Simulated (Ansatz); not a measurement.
**Cu: a strain scan**

Aim: for Cu, see how energy and stress answer to the strain pattern (1, 1, 0, 0, 0, 0).

Method: DFT LDA, scalar-relativistic, plane waves, PAW, in Ansatz 0.2.0.

## Step 1: The starting structure

The structure is cubic, space group Fm-3m (No. 225). Conventional cell: a = 3.615 Å, b = 3.615 Å, c = 3.615 Å, α = 90.00°, β = 90.00°, γ = 90.00°. Cu (site symmetry m-3m) has 12 Cu at 2.56 Å as nearest neighbours.

Structure file:

```
Cu
1.0
     0.00000    1.80750    1.80750
     1.80750    0.00000    1.80750
     1.80750    1.80750    0.00000
Cu
1
Direct
  0.00000 0.00000 0.00000
```

The cell is taken as given, not relaxed at this level.

## Step 2: Zero of the scan

input.yaml reads:

```yaml
crystal:
  lattice:
    - [0.0, 1.8075, 1.8075]
    - [1.8075, 0.0, 1.8075]
    - [1.8075, 1.8075, 0.0]
  atoms:
    - { symbol: Cu, position: [0.0, 0.0, 0.0] }
basis:
  ecutwfc: 350.0
kpoints:
  mp_grid: { grid: [22, 22, 22] }
hamiltonian:
  xc: lda
scf:
  occupations: { method: gaussian, width: 0.15 }
output:
  forces: true
  stress: true
  eigenvalues: true
```

Launch:

```bash
$ ansatz run input.yaml --threads 1 --pin off --max-ram 2560MiB --backend cpu --events-out ev --progress --plain --runs-dir out
```

What it wrote, cut to the lines that bear on the results:

```text
Warning: basis.ecutwfc = 350 eV is below the records' recommended 420 eV, and the density's cutoff is lower with it unless basis.ecutrho_ratio is high enough to keep the records' density cutoff: compare with a run at a higher cutoff
Warning: RAYON_NUM_THREADS=1 ignored (pool sized by the plan → 1); use --threads N
[...]
Pseudopotentials: kind: paw
Pseudopotential: Cu, paw, valence charge 19, recommended cutoff 420 eV (normal), Cu.paw.azcp
Functional definition: SPW92
[...]
Crystal: 1 atoms, lattice volume = 11.810 Å³
Basis set: ecut = 350 eV, 169 PW (Γ)
Bands: 14, of which v1, the nominal top of the filled ones, is band 10 counted from 1 (9 counted from 0)
Symmetry: 48 space group operations
Space group: Fm-3m (ITA 225), of the structure as read, at distance tolerance 2.3e-5 Å
k-points: 328 of 10648
[...]
SCF iter   1: F=—  HF=-6555.676835 eV  |F-HF|=—  |Δ(HF+E_count)|=         —  Δρ=2.25e-2  dr2=2.71e-2  ethr=1.77e-3  ⟨swp⟩=5.0  Hψ=21921  notcnv=0
[...]
SCF iter   6: F=-6555.666979 eV  HF=-6555.666979 eV  |F-HF|=4.55e-12  |Δ(HF+E_count)|=  1.47e-10  Δρ=4.33e-7  dr2=4.39e-12  ethr=8.75e-12  ⟨swp⟩=3.0  Hψ=15504  notcnv=0
[...]
SCF converged after 6 iterations
Free energy (F): -6555.666979 eV
[...]
E sigma→0 (E₀):  -6555.665578 eV
Entropy (-TS):   -0.002801 eV (-2.801 meV/atom)
Fermi energy:    16.307766 eV
[...]
--- Forces (eV/Å), atoms counted from 1 ---
  atom   1  Cu     0.00000000     0.00000000    -0.00000000
[...]
--- Stress (GPa, compression-positive) ---
      -12.341066       0.000000       0.000000
       -0.000000     -12.341066      -0.000000
        0.000000       0.000000     -12.341066
  P = ⅓ Tr σ = -12.3411 GPa (-123.411 kbar)
--- Band table (eV; the first three rows and the last of 328) ---
  k-point 0: bands = ["-95.4410", "-53.1924", "-53.1924", "-53.1924", "6.9035", "13.2685", "13.2685", "13.2685", "14.1160", "14.1160", "39.0386", "41.3394", "41.3394", "41.3394"]
[...]
```

Wall time 7.6 s (1 thread of Intel Xeon at 2.50GHz (Skylake/Cascade Lake), shared host); peak memory 0.34 GiB.

Reference values: F = -6555.6670 eV; pressure -12.34 GPa; largest force 0.000 eV/Å; gap on the mesh none (metal).

## Step 3: Next: a strain scan

The cell is strained by ε times the Voigt pattern (1, 1, 0, 0, 0, 0) (xx, yy, zz, yz, xz, xy; engineering shear), with fractional coordinates fixed (clamped ions). The stress on the pattern is the sum of the stress components weighted by it, tension positive.

## Step 4: ε = -0.0200

input.yaml, as its differences from that of step 2:

```diff
@@ -2,5 +2,5 @@
   lattice:
-    - [0.0, 1.8075, 1.8075]
-    - [1.8075, 0.0, 1.8075]
-    - [1.8075, 1.8075, 0.0]
+    - [0.0, 1.77135, 1.8075]
+    - [1.77135, 0.0, 1.8075]
+    - [1.77135, 1.77135, 0.0]
   atoms:
```

Launch:

```bash
$ ansatz run input.yaml --threads 1 --pin off --max-ram 2560MiB --backend cpu --events-out ev --progress --plain --runs-dir out
```

What it wrote, cut to the lines that bear on the results:

```text
Warning: basis.ecutwfc = 350 eV is below the records' recommended 420 eV, and the density's cutoff is lower with it unless basis.ecutrho_ratio is high enough to keep the records' density cutoff: compare with a run at a higher cutoff
Warning: RAYON_NUM_THREADS=1 ignored (pool sized by the plan → 1); use --threads N
[...]
[... 3 set-up lines as earlier in the session ...]
[...]
Crystal: 1 atoms, lattice volume = 11.343 Å³
Basis set: ecut = 350 eV, 169 PW (Γ)
Bands: 14, of which v1, the nominal top of the filled ones, is band 10 counted from 1 (9 counted from 0)
Symmetry: 16 space group operations
Space group: I4/mmm (ITA 139), of the structure as read, at distance tolerance 2.2e-5 Å
k-points: 834 of 10648
[...]
SCF iter   1: F=—  HF=-6555.703980 eV  |F-HF|=—  |Δ(HF+E_count)|=         —  Δρ=2.22e-2  dr2=2.49e-2  ethr=1.77e-3  ⟨swp⟩=5.0  Hψ=56007  notcnv=0
[...]
SCF iter   6: F=-6555.694435 eV  HF=-6555.694435 eV  |F-HF|=1.82e-12  |Δ(HF+E_count)|=  1.88e-10  Δρ=4.32e-7  dr2=4.15e-12  ethr=8.09e-12  ⟨swp⟩=2.5  Hψ=39133  notcnv=0
[...]
SCF converged after 6 iterations
Free energy (F): -6555.694435 eV
[...]
E sigma→0 (E₀):  -6555.693075 eV
Entropy (-TS):   -0.002720 eV (-2.720 meV/atom)
Fermi energy:    17.204090 eV
[...]
--- Forces (eV/Å), atoms counted from 1 ---
  atom   1  Cu    -0.00000000     0.00000000    -0.00000000
[...]
--- Stress (GPa, compression-positive) ---
       -6.215248      -0.000000       0.000000
       -0.000000      -6.215248       0.000000
        0.000000       0.000000      -7.570630
  P = ⅓ Tr σ = -6.6670 GPa (-66.670 kbar)
--- Band table (eV; the first three rows and the last of 834) ---
  k-point 0: bands = ["-94.6559", "-52.3971", "-52.3965", "-52.3965", "7.4752", "13.9549", "14.0633", "14.0633", "14.8733", "14.9817", "40.2560", "42.8249", "42.8888", "42.8888"]
[...]
```

Wall time 18 s (1 thread of Intel Xeon at 2.50GHz (Skylake/Cascade Lake), shared host); peak memory 0.41 GiB.

## Step 5: ε = 0.0150

input.yaml, as its differences from that of step 4:

```diff
@@ -2,5 +2,5 @@
   lattice:
-    - [0.0, 1.77135, 1.8075]
-    - [1.77135, 0.0, 1.8075]
-    - [1.77135, 1.77135, 0.0]
+    - [0.0, 1.8346125, 1.8075]
+    - [1.8346125, 0.0, 1.8075]
+    - [1.8346125, 1.8346125, 0.0]
   atoms:
```

Launch:

```bash
$ ansatz run input.yaml --threads 1 --pin off --max-ram 2560MiB --backend cpu --events-out ev --progress --plain --runs-dir out
```

What it wrote, cut to the lines that bear on the results:

```text
Warning: basis.ecutwfc = 350 eV is below the records' recommended 420 eV, and the density's cutoff is lower with it unless basis.ecutrho_ratio is high enough to keep the records' density cutoff: compare with a run at a higher cutoff
Warning: RAYON_NUM_THREADS=1 ignored (pool sized by the plan → 1); use --threads N
[...]
[... 3 set-up lines as earlier in the session ...]
[...]
Crystal: 1 atoms, lattice volume = 12.167 Å³
Basis set: ecut = 350 eV, 169 PW (Γ)
Bands: 14, of which v1, the nominal top of the filled ones, is band 10 counted from 1 (9 counted from 0)
[... 1 set-up line as earlier in the session ...]
Space group: I4/mmm (ITA 139), of the structure as read, at distance tolerance 2.3e-5 Å
k-points: 834 of 10648
[...]
SCF iter   1: F=—  HF=-6555.645325 eV  |F-HF|=—  |Δ(HF+E_count)|=         —  Δρ=2.28e-2  dr2=2.88e-2  ethr=1.77e-3  ⟨swp⟩=5.0  Hψ=55596  notcnv=0
[...]
SCF iter   6: F=-6555.635244 eV  HF=-6555.635244 eV  |F-HF|=6.37e-12  |Δ(HF+E_count)|=   1.29e-9  Δρ=4.49e-7  dr2=6.82e-12  ethr=2.18e-11  ⟨swp⟩=3.2  Hψ=38586  notcnv=0
[...]
SCF converged after 6 iterations
Free energy (F): -6555.635244 eV
[...]
E sigma→0 (E₀):  -6555.633819 eV
Entropy (-TS):   -0.002849 eV (-2.849 meV/atom)
Fermi energy:    15.674303 eV
[...]
--- Forces (eV/Å), atoms counted from 1 ---
  atom   1  Cu     0.00000000     0.00000000    -0.00000000
[...]
--- Stress (GPa, compression-positive) ---
      -16.019110       0.000000       0.000000
        0.000000     -16.019110       0.000000
        0.000000       0.000000     -15.279072
  P = ⅓ Tr σ = -15.7724 GPa (-157.724 kbar)
--- Band table (eV; the first three rows and the last of 834) ---
  k-point 0: bands = ["-95.9993", "-53.7578", "-53.7578", "-53.7574", "6.4997", "12.7061", "12.7061", "12.7766", "13.5026", "13.5726", "38.1734", "40.2382", "40.2382", "40.2597"]
[...]
```

Run time: 18 s. Hardware: 1 thread of Intel Xeon at 2.50GHz (Skylake/Cascade Lake), shared host; peak memory 0.41 GiB.

## Step 6: Point ε = -0.0100

input.yaml, as its differences from that of step 5:

```diff
@@ -2,5 +2,5 @@
   lattice:
-    - [0.0, 1.8346125, 1.8075]
-    - [1.8346125, 0.0, 1.8075]
-    - [1.8346125, 1.8346125, 0.0]
+    - [0.0, 1.789425, 1.8075]
+    - [1.789425, 0.0, 1.8075]
+    - [1.789425, 1.789425, 0.0]
   atoms:
```

Launch:

```bash
$ ansatz run input.yaml --threads 1 --pin off --max-ram 2560MiB --backend cpu --events-out ev --progress --plain --runs-dir out
```

What it wrote, cut to the lines that bear on the results:

```text
[...]
SCF converged after 6 iterations
Free energy (F): -6555.683021 eV
[...]
E sigma→0 (E₀):  -6555.681643 eV
Entropy (-TS):   -0.002756 eV (-2.756 meV/atom)
Fermi energy:    16.748339 eV
[...]
--- Forces (eV/Å), atoms counted from 1 ---
  atom   1  Cu    -0.00000000     0.00000000    -0.00000000
[...]
--- Stress (GPa, compression-positive) ---
       -9.463670      -0.000000       0.000000
       -0.000000      -9.463670       0.000000
        0.000000       0.000000     -10.091710
  P = ⅓ Tr σ = -9.6730 GPa (-96.730 kbar)
--- Band table (eV; the first three rows and the last of 834) ---
  k-point 0: bands = ["-95.0544", "-52.8009", "-52.8006", "-52.8006", "7.1845", "13.6073", "13.6593", "13.6593", "14.4899", "14.5418", "39.6379", "42.0759", "42.1021", "42.1021"]
[...]
```

It took 16 s on 1 thread of Intel Xeon at 2.50GHz (Skylake/Cascade Lake), shared host; peak memory 0.41 GiB.

## Step 7: Point ε = 0.0050

input.yaml, as its differences from that of step 6:

```diff
@@ -2,5 +2,5 @@
   lattice:
-    - [0.0, 1.789425, 1.8075]
-    - [1.789425, 0.0, 1.8075]
-    - [1.789425, 1.789425, 0.0]
+    - [0.0, 1.8165375, 1.8075]
+    - [1.8165375, 0.0, 1.8075]
+    - [1.8165375, 1.8165375, 0.0]
   atoms:
```

Launch:

```bash
$ ansatz run input.yaml --threads 1 --pin off --max-ram 2560MiB --backend cpu --events-out ev --progress --plain --runs-dir out
```

What it wrote, cut to the lines that bear on the results:

```text
Warning: basis.ecutwfc = 350 eV is below the records' recommended 420 eV, and the density's cutoff is lower with it unless basis.ecutrho_ratio is high enough to keep the records' density cutoff: compare with a run at a higher cutoff
Warning: RAYON_NUM_THREADS=1 ignored (pool sized by the plan → 1); use --threads N
[...]
[... 3 set-up lines as earlier in the session ...]
[...]
Crystal: 1 atoms, lattice volume = 11.929 Å³
Basis set: ecut = 350 eV, 169 PW (Γ)
Bands: 14, of which v1, the nominal top of the filled ones, is band 10 counted from 1 (9 counted from 0)
[... 2 set-up lines as earlier in the session ...]
k-points: 834 of 10648
[...]
SCF iter   1: F=—  HF=-6555.667281 eV  |F-HF|=—  |Δ(HF+E_count)|=         —  Δρ=2.26e-2  dr2=2.77e-2  ethr=1.77e-3  ⟨swp⟩=5.0  Hψ=55703  notcnv=0
[...]
SCF iter   6: F=-6555.657349 eV  HF=-6555.657349 eV  |F-HF|=4.55e-12  |Δ(HF+E_count)|=   1.48e-9  Δρ=4.54e-7  dr2=6.67e-12  ethr=2.42e-11  ⟨swp⟩=3.2  Hψ=38612  notcnv=0
[...]
SCF converged after 6 iterations
Free energy (F): -6555.657349 eV
[...]
E sigma→0 (E₀):  -6555.655938 eV
Entropy (-TS):   -0.002821 eV (-2.821 meV/atom)
Fermi energy:    16.093250 eV
[...]
--- Forces (eV/Å), atoms counted from 1 ---
  atom   1  Cu    -0.00000000     0.00000000    -0.00000000
[...]
--- Stress (GPa, compression-positive) ---
      -13.644172      -0.000000       0.000000
       -0.000000     -13.644172      -0.000000
        0.000000       0.000000     -13.379369
  P = ⅓ Tr σ = -13.5559 GPa (-135.559 kbar)
--- Band table (eV; the first three rows and the last of 834) ---
  k-point 0: bands = ["-95.6299", "-53.3838", "-53.3838", "-53.3837", "6.7666", "13.0779", "13.0779", "13.1024", "13.9082", "13.9326", "38.7458", "40.9667", "40.9667", "40.9761"]
[...]
```

Run time: 16 s. Hardware: 1 thread of Intel Xeon at 2.50GHz (Skylake/Cascade Lake), shared host; peak memory 0.41 GiB.

## Step 8: At ε = 0.0200

input.yaml, as its differences from that of step 7:

```diff
@@ -2,5 +2,5 @@
   lattice:
-    - [0.0, 1.8165375, 1.8075]
-    - [1.8165375, 0.0, 1.8075]
-    - [1.8165375, 1.8165375, 0.0]
+    - [0.0, 1.84365, 1.8075]
+    - [1.84365, 0.0, 1.8075]
+    - [1.84365, 1.84365, 0.0]
   atoms:
```

Launch:

```bash
$ ansatz run input.yaml --threads 1 --pin off --max-ram 2560MiB --backend cpu --events-out ev --progress --plain --runs-dir out
```

What it wrote, cut to the lines that bear on the results:

```text
[...]
SCF converged after 6 iterations
Free energy (F): -6555.622844 eV
[...]
E sigma→0 (E₀):  -6555.621408 eV
Entropy (-TS):   -0.002872 eV (-2.872 meV/atom)
Fermi energy:    15.469935 eV
[...]
--- Forces (eV/Å), atoms counted from 1 ---
  atom   1  Cu     0.00000000     0.00000000    -0.00000000
[...]
--- Stress (GPa, compression-positive) ---
      -17.086806       0.000000       0.000000
        0.000000     -17.086806       0.000000
        0.000000       0.000000     -16.142599
  P = ⅓ Tr σ = -16.7721 GPa (-167.721 kbar)
--- Band table (eV; the first three rows and the last of 834) ---
  k-point 0: bands = ["-96.1799", "-53.9406", "-53.9406", "-53.9401", "6.3696", "12.5246", "12.5246", "12.6169", "13.3046", "13.3960", "37.8937", "39.8821", "39.8821", "39.9068"]
[...]
```

Run time: 17 s. Hardware: 1 thread of Intel Xeon at 2.50GHz (Skylake/Cascade Lake), shared host; peak memory 0.41 GiB.

## Step 9: Point ε = -0.0150

input.yaml, as its differences from that of step 8:

```diff
@@ -2,5 +2,5 @@
   lattice:
-    - [0.0, 1.84365, 1.8075]
-    - [1.84365, 0.0, 1.8075]
-    - [1.84365, 1.84365, 0.0]
+    - [0.0, 1.7803875, 1.8075]
+    - [1.7803875, 0.0, 1.8075]
+    - [1.7803875, 1.7803875, 0.0]
   atoms:
```

Launch:

```bash
$ ansatz run input.yaml --threads 1 --pin off --max-ram 2560MiB --backend cpu --events-out ev --progress --plain --runs-dir out
```

What it wrote, cut to the lines that bear on the results:

```text
Warning: basis.ecutwfc = 350 eV is below the records' recommended 420 eV, and the density's cutoff is lower with it unless basis.ecutrho_ratio is high enough to keep the records' density cutoff: compare with a run at a higher cutoff
Warning: RAYON_NUM_THREADS=1 ignored (pool sized by the plan → 1); use --threads N
[...]
[... 3 set-up lines as earlier in the session ...]
[...]
Crystal: 1 atoms, lattice volume = 11.459 Å³
Basis set: ecut = 350 eV, 169 PW (Γ)
Bands: 14, of which v1, the nominal top of the filled ones, is band 10 counted from 1 (9 counted from 0)
[... 2 set-up lines as earlier in the session ...]
k-points: 834 of 10648
[...]
SCF iter   1: F=—  HF=-6555.698949 eV  |F-HF|=—  |Δ(HF+E_count)|=         —  Δρ=2.23e-2  dr2=2.55e-2  ethr=1.77e-3  ⟨swp⟩=5.0  Hψ=55841  notcnv=0
[...]
SCF iter   6: F=-6555.689334 eV  HF=-6555.689334 eV  |F-HF|=9.09e-13  |Δ(HF+E_count)|=  1.71e-10  Δρ=4.44e-7  dr2=4.80e-12  ethr=9.80e-12  ⟨swp⟩=2.8  Hψ=37320  notcnv=0
[...]
SCF converged after 6 iterations
Free energy (F): -6555.689334 eV
[...]
E sigma→0 (E₀):  -6555.687967 eV
Entropy (-TS):   -0.002735 eV (-2.735 meV/atom)
Fermi energy:    16.974347 eV
[...]
--- Forces (eV/Å), atoms counted from 1 ---
  atom   1  Cu     0.00000000    -0.00000000    -0.00000000
[...]
--- Stress (GPa, compression-positive) ---
       -7.889823      -0.000000       0.000000
       -0.000000      -7.889823       0.000000
        0.000000       0.000000      -8.864693
  P = ⅓ Tr σ = -8.2148 GPa (-82.148 kbar)
--- Band table (eV; the first three rows and the last of 834) ---
  k-point 0: bands = ["-94.8566", "-52.6006", "-52.6001", "-52.6001", "7.3286", "13.7800", "13.8596", "13.8596", "14.6804", "14.7600", "39.9445", "42.4489", "42.4924", "42.4924"]
[...]
```

Wall time 18 s (1 thread of Intel Xeon at 2.50GHz (Skylake/Cascade Lake), shared host); peak memory 0.41 GiB.

## Step 10: At ε = 0.0100

input.yaml, as its differences from that of step 9:

```diff
@@ -2,5 +2,5 @@
   lattice:
-    - [0.0, 1.7803875, 1.8075]
-    - [1.7803875, 0.0, 1.8075]
-    - [1.7803875, 1.7803875, 0.0]
+    - [0.0, 1.825575, 1.8075]
+    - [1.825575, 0.0, 1.8075]
+    - [1.825575, 1.825575, 0.0]
   atoms:
```

Launch:

```bash
$ ansatz run input.yaml --threads 1 --pin off --max-ram 2560MiB --backend cpu --events-out ev --progress --plain --runs-dir out
```

What it wrote, cut to the lines that bear on the results:

```text
Warning: basis.ecutwfc = 350 eV is below the records' recommended 420 eV, and the density's cutoff is lower with it unless basis.ecutrho_ratio is high enough to keep the records' density cutoff: compare with a run at a higher cutoff
Warning: RAYON_NUM_THREADS=1 ignored (pool sized by the plan → 1); use --threads N
[...]
[... 3 set-up lines as earlier in the session ...]
[...]
Crystal: 1 atoms, lattice volume = 12.048 Å³
Basis set: ecut = 350 eV, 169 PW (Γ)
Bands: 14, of which v1, the nominal top of the filled ones, is band 10 counted from 1 (9 counted from 0)
[... 2 set-up lines as earlier in the session ...]
k-points: 834 of 10648
[...]
SCF iter   1: F=—  HF=-6555.656749 eV  |F-HF|=—  |Δ(HF+E_count)|=         —  Δρ=2.27e-2  dr2=2.83e-2  ethr=1.77e-3  ⟨swp⟩=5.0  Hψ=55688  notcnv=0
[...]
SCF iter   6: F=-6555.646743 eV  HF=-6555.646743 eV  |F-HF|=4.55e-12  |Δ(HF+E_count)|=   1.33e-9  Δρ=4.60e-7  dr2=7.06e-12  ethr=2.23e-11  ⟨swp⟩=3.2  Hψ=38561  notcnv=0
[...]
SCF converged after 6 iterations
Free energy (F): -6555.646743 eV
[...]
E sigma→0 (E₀):  -6555.645326 eV
Entropy (-TS):   -0.002835 eV (-2.835 meV/atom)
Fermi energy:    15.882114 eV
[...]
--- Forces (eV/Å), atoms counted from 1 ---
  atom   1  Cu    -0.00000000    -0.00000000    -0.00000000
[...]
--- Stress (GPa, compression-positive) ---
      -14.872120      -0.000000       0.000000
       -0.000000     -14.872120       0.000000
        0.000000       0.000000     -14.359787
  P = ⅓ Tr σ = -14.7013 GPa (-147.013 kbar)
--- Band table (eV; the first three rows and the last of 834) ---
  k-point 0: bands = ["-95.8160", "-53.5722", "-53.5722", "-53.5720", "6.6320", "12.8904", "12.8904", "12.9384", "13.7038", "13.7515", "38.4574", "40.5997", "40.5997", "40.6162"]
[...]
```

Wall time 17 s (1 thread of Intel Xeon at 2.50GHz (Skylake/Cascade Lake), shared host); peak memory 0.41 GiB.

## Step 11: ε = -0.0050

input.yaml, as its differences from that of step 10:

```diff
@@ -2,5 +2,5 @@
   lattice:
-    - [0.0, 1.825575, 1.8075]
-    - [1.825575, 0.0, 1.8075]
-    - [1.825575, 1.825575, 0.0]
+    - [0.0, 1.7984625, 1.8075]
+    - [1.7984625, 0.0, 1.8075]
+    - [1.7984625, 1.7984625, 0.0]
   atoms:
```

Launch:

```bash
$ ansatz run input.yaml --threads 1 --pin off --max-ram 2560MiB --backend cpu --events-out ev --progress --plain --runs-dir out
```

What it wrote, cut to the lines that bear on the results:

```text
[...]
SCF converged after 6 iterations
Free energy (F): -6555.675546 eV
[...]
E sigma→0 (E₀):  -6555.674156 eV
Entropy (-TS):   -0.002780 eV (-2.780 meV/atom)
Fermi energy:    16.526191 eV
[...]
--- Forces (eV/Å), atoms counted from 1 ---
  atom   1  Cu     0.00000000     0.00000000    -0.00000000
[...]
--- Stress (GPa, compression-positive) ---
      -10.949549       0.000000       0.000000
        0.000000     -10.949549       0.000000
        0.000000       0.000000     -11.247494
  P = ⅓ Tr σ = -11.0489 GPa (-110.489 kbar)
--- Band table (eV; the first three rows and the last of 834) ---
  k-point 0: bands = ["-95.2492", "-52.9982", "-52.9980", "-52.9980", "7.0428", "13.4368", "13.4623", "13.4623", "14.3018", "14.3272", "39.3359", "41.7060", "41.7178", "41.7178"]
[...]
```

Run time: 16 s. Hardware: 1 thread of Intel Xeon at 2.50GHz (Skylake/Cascade Lake), shared host; peak memory 0.41 GiB.

## Step 12: At ε = 0.0175

input.yaml, as its differences from that of step 11:

```diff
@@ -2,5 +2,5 @@
   lattice:
-    - [0.0, 1.7984625, 1.8075]
-    - [1.7984625, 0.0, 1.8075]
-    - [1.7984625, 1.7984625, 0.0]
+    - [0.0, 1.83913125, 1.8075]
+    - [1.83913125, 0.0, 1.8075]
+    - [1.83913125, 1.83913125, 0.0]
   atoms:
```

Launch:

```bash
$ ansatz run input.yaml --threads 1 --pin off --max-ram 2560MiB --backend cpu --events-out ev --progress --plain --runs-dir out
```

What it wrote, cut to the lines that bear on the results:

```text
[...]
SCF converged after 6 iterations
Free energy (F): -6555.629204 eV
[...]
E sigma→0 (E₀):  -6555.627775 eV
Entropy (-TS):   -0.002859 eV (-2.859 meV/atom)
Fermi energy:    15.571729 eV
[...]
--- Forces (eV/Å), atoms counted from 1 ---
  atom   1  Cu    -0.00000000    -0.00000000    -0.00000000
[...]
--- Stress (GPa, compression-positive) ---
      -16.563030      -0.000000       0.000000
       -0.000000     -16.563030       0.000000
        0.000000       0.000000     -15.718320
  P = ⅓ Tr σ = -16.2815 GPa (-162.815 kbar)
--- Band table (eV; the first three rows and the last of 834) ---
  k-point 0: bands = ["-96.0899", "-53.8495", "-53.8495", "-53.8490", "6.4344", "12.6150", "12.6150", "12.6965", "13.4033", "13.4841", "38.0330", "40.0595", "40.0595", "40.0829"]
[...]
```

It took 17 s on 1 thread of Intel Xeon at 2.50GHz (Skylake/Cascade Lake), shared host; peak memory 0.41 GiB.

## Step 13: Results of the scan

The scan, with free energies counted from the undisturbed cell:

```csv
ε,ΔE (meV/atom),stress on the pattern (GPa),pressure (GPa)
-0.0200,-27.5,12.43,-6.7
-0.0150,-22.4,15.78,-8.2
-0.0100,-16.0,18.93,-9.7
-0.0050,-8.6,21.90,-11.0
0.0000,0.0,24.68,-12.3
0.0050,9.6,27.29,-13.6
0.0100,20.2,29.74,-14.7
0.0150,31.7,32.04,-15.8
0.0175,37.8,33.13,-16.3
0.0200,44.1,34.17,-16.8
```

## Step 14: Outcome

```
                                  quantity    value
slope of the stress at ε = 0, over ±0.0050  539 GPa
```

**Reading.** The settings of these runs were drawn from a wide range and may not be converged. The slope of the stress at zero strain, 539 GPa, estimates C11 + C22 + 2 C12 with clamped ions in this Cartesian frame. The reference stands under -12.3 GPa, so this is no zero-stress constant. The energy drops below the reference, by 27.5 meV/atom at ε = -0.0200; the cell was taken as given and not relaxed at this level. The settings are coarse, so take the values as rough.
